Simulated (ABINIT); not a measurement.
# BiTe (R-3m) in ABINIT: notebook

Runs on BiTe. Level: PBE. Tasks: band structure.

Program: ABINIT 10.8.3 (patched build). These are calculated values, not measurements. Logs are shortened: lines on timing, memory, paths and dates and some standing lists are left out, and cuts for length are marked. The log counts tension as positive stress, the text compression.

## (1) The crystal as given

It takes space group R-3m (No. 166, trigonal). Conventional cell: a = 4.845 Å, b = 4.845 Å, c = 9.952 Å, α = 90.00°, β = 90.00°, γ = 120.00°. Bi (site symmetry -3m) is surrounded by 6 Te at 3.25 Å. Around Te (site symmetry -3m) lie 6 Bi at 3.25 Å.

The cell comes from a database or a generator and needn't be the stable form of this composition.

## (2) Band structure, PBE

Contents of run.abi:

```
# Datasets: ground state, then fixed potential
ndtset 2

# Pseudopotentials
pp_dirpath "./"
pseudos "Bi.GGA_PBE-JTH.xml, Te.GGA_PBE-JTH.xml"

# Structure
acell 3*1.0
rprim
     4.5782541706     2.6432562778     6.2687732694
    -4.5782541706     2.6432562778     6.2687732694
     0.0000000000    -5.2865125556     6.2687732694
ntypat 2
znucl 83 52
natom 2
typat 1 2
xred
     0.5000000000     0.5000000000     0.5000000000
     0.0000000000     0.0000000000     0.0000000000

# Plane-wave basis
ecut 22.0
pawecutdg 44.0
pawxcdev 0

# Exchange and correlation
ixc 11

# Bands and occupations
occopt 3
tsmear 0.05 eV

# SCF cycle
nstep 100

# Output
iomode 3
prtwf 0
prteig 0
prtebands 0
enunit 1
prtden1 1

# Dataset 1
kptopt1 1
ngkpt1 7 7 7
nshiftk1 1
shiftk1 0.0 0.0 0.0
nband1 15
tolvrs1 1.0e-9

# Dataset 2: bands along G-L-B1
iscf2 -2
getden2 1
nband2 21
nbdbuf2 4
tolwfr2 1.0e-11
kptopt2 -2
ndivsm2 6
prteig2 1
kptbounds2
     0.0000000000     0.0000000000     0.0000000000
     0.5000000000     0.0000000000     0.0000000000
     0.5000000000     0.2851949954    -0.2851949954
```

Potentials or basis: JTH PAW PBE v2.0.

Run with:

```bash
abinit run.abi > log 2>&1
```

run.abo:

```text
.Version 10.8.3 of ABINIT
 DATASET    1 : space group R-3 m (#166); Bravais hR (rhombohedral)
================================================================================
 Values of the parameters that define the memory need for DATASET  1.
     intxc =       0    ionmov =       0      iscf =      17    lmnmax =      18
     lnmax =       6     mgfft =      36  mpssoang =       3    mqgrid =    3001
     natom =       2  nloc_mem =       2    nspden =       1   nspinor =       1
    nsppol =       1      nsym =      12    n1xccc =       1    ntypat =       2
    occopt =       3   xclevel =       2
       mpw =        2261          nfft =       46656          nkpt =          44
 PAW method is used; the additional fine FFT grid is defined by:
   mgfftf=        50    nfftf =    125000
================================================================================
================================================================================

 DATASET    2 : space group R-3 m (#166); Bravais hR (rhombohedral)
================================================================================
 Values of the parameters that define the memory need for DATASET  2.
     intxc =       0    ionmov =       0      iscf =      -2    lmnmax =      18
     lnmax =       6     mgfft =      36  mpssoang =       3    mqgrid =    3001
     natom =       2  nloc_mem =       2    nspden =       1   nspinor =       1
    nsppol =       1      nsym =      12    n1xccc =       1    ntypat =       2
    occopt =       3   xclevel =       2
       mpw =        2256          nfft =       46656          nkpt =          14
 PAW method is used; the additional fine FFT grid is defined by:
   mgfftf=        50    nfftf =    125000
================================================================================
================================================================================

--------------------------------------------------------------------------------
------------- Echo of variables that govern the present computation ------------
--------------------------------------------------------------------------------
 -outvars: echo values of preprocessed input variables --------
            acell      1.0000000000E+00  1.0000000000E+00  1.0000000000E+00 Bohr
              amu      2.08980370E+02  1.27600000E+02
             ecut      2.20000000E+01 Hartree
           enunit           1
           getden1          0
           getden2          1
             iscf1         17
             iscf2         -2
              ixc          11
           jdtset        1    2
           kptopt1          1
           kptopt2         -2
         kptrlatt        7    0    0      0    7    0      0    0    7
          kptrlen1     5.74020203E+01
          kptrlen2     3.00000000E+01
            natom           2
            nband1         15
            nband2         21
           nbdbuf1          0
           nbdbuf2          4
           ndtset           2
           ndivsm1          0
           ndivsm2          6
            ngfft          36      36      36
          ngfftdg          50      50      50
             nkpt1         44
             nkpt2         14
            nstep         100
             nsym          12
           ntypat           2
           occopt           3
        pawecutdg      4.40000000E+01 Hartree
         pawxcdev           0
        prtebands           0
           prteig1          0
           prteig2          1
            prtwf           0
            rprim      4.5782541706E+00  2.6432562778E+00  6.2687732694E+00
                      -4.5782541706E+00  2.6432562778E+00  6.2687732694E+00
                       0.0000000000E+00 -5.2865125556E+00  6.2687732694E+00
           shiftk1     0.00000000E+00  0.00000000E+00  0.00000000E+00
           shiftk2     5.00000000E-01  5.00000000E-01  5.00000000E-01
          spgroup         166
           tolvrs1     1.00000000E-09
           tolvrs2     0.00000000E+00
           tolwfr1     0.00000000E+00
           tolwfr2     1.00000000E-11
           tsmear      1.83746611E-03 Hartree
            typat      1  2
           useylm           1
           xangst      1.0051459183E-16 -7.9709334504E-17  4.9759379284E+00
                       0.0000000000E+00  0.0000000000E+00  0.0000000000E+00
            xcart      1.8994505021E-16 -1.5062881189E-16  9.4031599041E+00
                       0.0000000000E+00  0.0000000000E+00  0.0000000000E+00
             xred      5.0000000000E-01  5.0000000000E-01  5.0000000000E-01
                       0.0000000000E+00  0.0000000000E+00  0.0000000000E+00
            znucl       83.00000   52.00000

================================================================================
[... 212 lines left out ...]
meta: {optdriver: 0, ionmov: 0, optcell: 0, iscf: -2, paral_kgb: 0, }
...

 mkfilename : getden/=0, take file _DEN from output of DATASET   1.

 Exchange-correlation functional for the present dataset will be:
  GGA: Perdew-Burke-Ernzerhof functional - ixc=11
  J.P.Perdew, K.Burke, M.Ernzerhof, PRL 77, 3865 (1996)

 Real(R)+Recip(G) space primitive vectors, cartesian coordinates (Bohr,Bohr^-1):
 R(1)=  4.5782542  2.6432563  6.2687733  G(1)=  0.1092119  0.0630535  0.0531736
 R(2)= -4.5782542  2.6432563  6.2687733  G(2)= -0.1092119  0.0630535  0.0531736
 R(3)=  0.0000000 -5.2865126  6.2687733  G(3)=  0.0000000 -0.1261071  0.0531736
 Unit cell volume ucvol=  4.5516932E+02 bohr^3
 Angles (23,13,12)=  6.78771820E+01  6.78771820E+01  6.78771820E+01 degrees

 Coarse grid specifications (used for wave-functions):

 getcut: wavevector=  0.0000  0.0000  0.0000  ngfft=  36  36  36
         ecut(hartree)=     22.000   => boxcut(ratio)=   2.07949

 Fine grid specifications (used for densities):

 getcut: wavevector=  0.0000  0.0000  0.0000  ngfft=  50  50  50
         ecut(hartree)=     44.000   => boxcut(ratio)=   2.04248
--------------------------------------------------------------------------------

================================================================================
 Non-SCF case, kpt    1 (  0.00000  0.00000  0.00000), residuals and eigenvalues=
  3.88E-12  5.68E-12  1.56E-12  3.68E-12  5.35E-12  8.80E-12  5.79E-12  7.08E-12
  6.19E-12  5.89E-12  5.61E-12  3.66E-12  9.37E-12  1.95E-12  9.10E-12  6.95E-12
  4.74E-12  6.36E-12  2.52E-12  7.34E-12  4.17E-06
 -8.4950E-01 -8.4950E-01 -8.4881E-01 -8.4881E-01 -8.4828E-01 -4.9117E-01
 -3.0009E-01 -1.0234E-01 -1.0234E-01 -5.4309E-02  7.4854E-02  9.8486E-02
  9.8486E-02  1.5559E-01  1.5559E-01  2.3335E-01  2.5270E-01  2.6333E-01
  2.6333E-01  2.7003E-01  5.7525E-01
 Non-SCF case, kpt    2 (  0.07143  0.00000  0.00000), residuals and eigenvalues=
  7.57E-12  4.24E-12  3.69E-12  8.53E-12  5.72E-12  4.27E-12  9.18E-12  3.35E-12
  7.01E-12  6.05E-12  4.28E-12  7.87E-12  9.23E-12  9.06E-12  6.32E-12  7.08E-12
[... 87 lines left out ...]
  3.81E-12  9.68E-12  6.38E-12  3.19E-12  8.56E-12  8.10E-12  9.52E-12  3.46E-12
  2.65E-12  2.40E-11  5.90E-11  2.67E-06  3.84E-07
 -8.4962E-01 -8.4940E-01 -8.4878E-01 -8.4848E-01 -8.4818E-01 -4.0551E-01
 -3.9673E-01 -1.7405E-01 -1.7391E-01 -5.2938E-02 -7.2972E-03  1.3519E-01
  1.5126E-01  2.0356E-01  2.0671E-01  3.4150E-01  3.4274E-01  4.2380E-01
  4.2888E-01  4.8493E-01  4.8860E-01
 Non-SCF case, kpt   14 (  0.50000  0.28519 -0.28519), residuals and eigenvalues=
  7.82E-12  6.78E-12  4.42E-12  7.54E-12  7.67E-12  1.77E-12  2.51E-12  5.81E-12
  3.75E-12  6.19E-12  8.51E-12  8.49E-12  7.72E-12  5.80E-12  8.45E-12  4.33E-12
  5.22E-12  4.55E-12  7.50E-12  2.84E-06  3.16E-06
 -8.4965E-01 -8.4943E-01 -8.4867E-01 -8.4844E-01 -8.4821E-01 -4.0381E-01
 -3.9456E-01 -1.7437E-01 -1.7430E-01 -6.0225E-02 -1.7972E-02  1.2223E-01
  1.3656E-01  2.1090E-01  2.1824E-01  3.5647E-01  3.6007E-01  4.0639E-01
  4.1552E-01  5.1276E-01  5.1749E-01

--- !ResultsGS
iteration_state: {dtset: 2, }
comment   : Summary of ground state results
lattice_vectors:
- [  4.5782542,   2.6432563,   6.2687733, ]
- [ -4.5782542,   2.6432563,   6.2687733, ]
- [  0.0000000,  -5.2865126,   6.2687733, ]
lattice_lengths: [   8.20029,    8.20029,    8.20029, ]
lattice_angles: [ 67.877,  67.877,  67.877, ] # degrees, (23, 13, 12)
lattice_volume:   4.5516932E+02
convergence: {deltae:  0.000E+00, res2:  0.000E+00, residm:  9.999E-12, diffor:  0.000E+00, }
etotal    :  -8.04811690E+01
entropy   :   0.00000000E+00
fermie    :   4.76978746E-03
cartesian_stress_tensor: null
pressure_GPa: null
xred      :
- [  5.0000E-01,   5.0000E-01,   5.0000E-01, Bi]
- [  0.0000E+00,   0.0000E+00,   0.0000E+00, Te]
cartesian_forces: null
force_length_stats: {min: null, max: null, mean: null, }
...

 Integrated electronic density in atomic spheres:
 ------------------------------------------------
 Atom  Sphere_radius  Integrated_density
    1        2.41231         12.09495550
    2        2.31107          3.07403508

================================================================================

 ----iterations are completed or convergence reached----

 Mean square residual over all n,k,spin=   60.401E-13; max=  99.990E-13
 reduced coordinates (array xred) for    2 atoms
       0.500000000000      0.500000000000      0.500000000000
       0.000000000000      0.000000000000      0.000000000000

 cartesian coordinates (angstrom) at end:
    1      0.00000000000000    -0.00000000000000     4.97593792835082
    2      0.00000000000000     0.00000000000000     0.00000000000000
 length scales=  1.000000000000  1.000000000000  1.000000000000 bohr
              =  0.529177210544  0.529177210544  0.529177210544 angstroms
 Eigenvalues (   eV  ) for nkpt=  14  k points:
 kpt#   1, nband= 21, wtk=  1.00000, kpt=  0.0000  0.0000  0.0000 (reduced coord)
 -23.11594  -23.11594  -23.09720  -23.09720  -23.08280  -13.36531   -8.16578   -2.78494
  -2.78494   -1.47783    2.03688    2.67995    2.67995    4.23371    4.23371    6.34976
   6.87630    7.16549    7.16549    7.34791   15.65335
 kpt#   2, nband= 21, wtk=  1.00000, kpt=  0.0714  0.0000  0.0000 (reduced coord)
 -23.11584  -23.11579  -23.09747  -23.09685  -23.08271  -13.32180   -8.28010   -2.75655
  -2.71375   -1.50246    1.86077    2.46628    2.48521    4.31033    4.39180    6.60757
   6.74106    7.37560    7.45770    7.76889   14.92225
 kpt#   3, nband= 21, wtk=  1.00000, kpt=  0.1429  0.0000  0.0000 (reduced coord)
 -23.11562  -23.11539  -23.09819  -23.09589  -23.08240  -13.19179   -8.59836   -2.67136
  -2.52441   -1.55164    1.40287    1.95282    2.07969    4.53185    4.74079    6.66190
   7.39288    7.97999    8.21109    8.54983   13.81671
 kpt#   4, nband= 21, wtk=  1.00000, kpt=  0.2143  0.0000  0.0000 (reduced coord)
 -23.11540  -23.11484  -23.09922  -23.09456  -23.08179  -12.97693   -9.06338   -2.52980
  -2.27859   -1.56581    0.82299    1.32838    1.63511    4.89037    5.09709    7.04465
   8.23699    8.90199    9.22490    9.53311   12.44975
 kpt#   5, nband= 21, wtk=  1.00000, kpt=  0.2857  0.0000  0.0000 (reduced coord)
[... 25 lines left out ...]
  -3.91723   -1.11105    0.24709    2.26317    2.70036    5.47335    5.54842    9.54664
  10.10977   11.48540   11.80227   12.29929   12.87604
 kpt#  12, nband= 21, wtk=  1.00000, kpt=  0.5000  0.1901 -0.1901 (reduced coord)
 -23.11792  -23.11332  -23.09876  -23.08923  -23.07933  -11.12795  -10.89911   -4.46571
  -4.44690   -1.25807    0.05874    3.23795    3.71158    5.39570    5.46162    9.42584
   9.61594   11.89356   12.42056   12.55083   12.84888
 kpt#  13, nband= 21, wtk=  1.00000, kpt=  0.5000  0.2377 -0.2377 (reduced coord)
 -23.11931  -23.11347  -23.09641  -23.08820  -23.08008  -11.03455  -10.79569   -4.73605
  -4.73245   -1.44052   -0.19857    3.67883    4.11589    5.53925    5.62491    9.29262
   9.32647   11.53213   11.67039   13.19564   13.29538
 kpt#  14, nband= 21, wtk=  1.00000, kpt=  0.5000  0.2852 -0.2852 (reduced coord)
 -23.12015  -23.11427  -23.09361  -23.08716  -23.08109  -10.98832  -10.73659   -4.74487
  -4.74303   -1.63881   -0.48904    3.32591    3.71588    5.73875    5.93860    9.70011
   9.79795   11.05834   11.30701   13.95290   14.08152

== END DATASET(S) ==============================================================
================================================================================

 -outvars: echo values of variables after computation  --------
            acell      1.0000000000E+00  1.0000000000E+00  1.0000000000E+00 Bohr
           etotal1    -8.0481168975E+01
            fcart1    -0.0000000000E+00 -0.0000000000E+00 -0.0000000000E+00
                      -0.0000000000E+00 -0.0000000000E+00 -0.0000000000E+00
            rprim      4.5782541706E+00  2.6432562778E+00  6.2687732694E+00
                      -4.5782541706E+00  2.6432562778E+00  6.2687732694E+00
                       0.0000000000E+00 -5.2865125556E+00  6.2687732694E+00
           strten1    -3.1636367993E-06 -3.1636366464E-06 -1.5467100292E-06
                       0.0000000000E+00  0.0000000000E+00  0.0000000000E+00
           xangst      1.0051459183E-16 -7.9709334504E-17  4.9759379284E+00
                       0.0000000000E+00  0.0000000000E+00  0.0000000000E+00
             xred      5.0000000000E-01  5.0000000000E-01  5.0000000000E-01
                       0.0000000000E+00  0.0000000000E+00  0.0000000000E+00
 Calculation completed.
```

Run time: 49 s. Hardware: 1 thread of Intel Xeon 6975P-C (Granite Rapids), shared host; peak memory 0.16 GiB.

Results:

| Item | Value |
| --- | --- |
| Free energy | -2190.0042 eV |
| Pressure | 0.1 GPa |
| Band gap on the k mesh | none (metal or under the smearing width) |
| Valence electrons inside the program's atomic spheres | Bi 12.10; Te 3.07 |

Levels at the corners of the path, in eV from the Fermi level:
```
point  band 8  band 9  band 10  band 11  band 12  band 13
    Γ   -2.91   -2.91    -1.61     1.91     2.55     2.55
    L   -1.86   -1.82    -1.04    -0.98    -0.63     0.29
   B1   -4.87   -4.87    -1.77    -0.62     3.20     3.59
```

Caveat: spin-orbit coupling is left out, which moves the levels of the heavy elements.

## (3) Band structure, PBE, spin-orbit coupling, no magnetisation

run.abi: that of step 2 with these lines changed.

```diff
@@ -33,2 +33,7 @@
 
+# Spin
+nspinor 2
+nspden 1
+pawspnorb 1
+
 # SCF cycle
@@ -45,3 +50,3 @@
 # Dataset 1
-kptopt1 1
+kptopt1 4
 ngkpt1 7 7 7
@@ -49,3 +54,3 @@
 shiftk1 0.0 0.0 0.0
-nband1 15
+nband1 30
 tolvrs1 1.0e-9
@@ -55,4 +60,4 @@
 getden2 1
-nband2 21
-nbdbuf2 4
+nband2 42
+nbdbuf2 8
 tolwfr2 1.0e-11
```

Potentials or basis: JTH PAW PBE v2.0.

Run with:

```bash
abinit run.abi > log 2>&1
```

Wall time 4.8 min (1 thread of Intel Xeon 6975P-C (Granite Rapids), shared host); peak memory 0.27 GiB.

It converged, with:

| Property | Result |
| --- | --- |
| Free energy | -2191.0617 eV |
| Pressure | 1.1 GPa |
| Band gap on the k mesh | none (metal or under the smearing width) |
| Valence electrons inside the program's atomic spheres | Bi 12.15; Te 3.09 |

Stress tensor (GPa, compression positive):
```
0.79 0.00 0.00
0.00 0.79 0.00
0.00 0.00 1.64
```

Levels at the corners of the path, in eV from the Fermi level:
| point | band 19 | band 20 | band 21 | band 22 | band 23 | band 24 | band 25 | band 26 |
| --- | --- | --- | --- | --- | --- | --- | --- | --- |
| Γ | -1.29 | -1.29 | 0.99 | 0.99 | 3.07 | 3.07 | 3.43 | 3.43 |
| L | -1.43 | -1.43 | -0.75 | -0.75 | -0.11 | -0.11 | 0.82 | 0.82 |
| B1 | -1.59 | -1.59 | -0.56 | -0.56 | 3.29 | 3.29 | 3.86 | 3.86 |
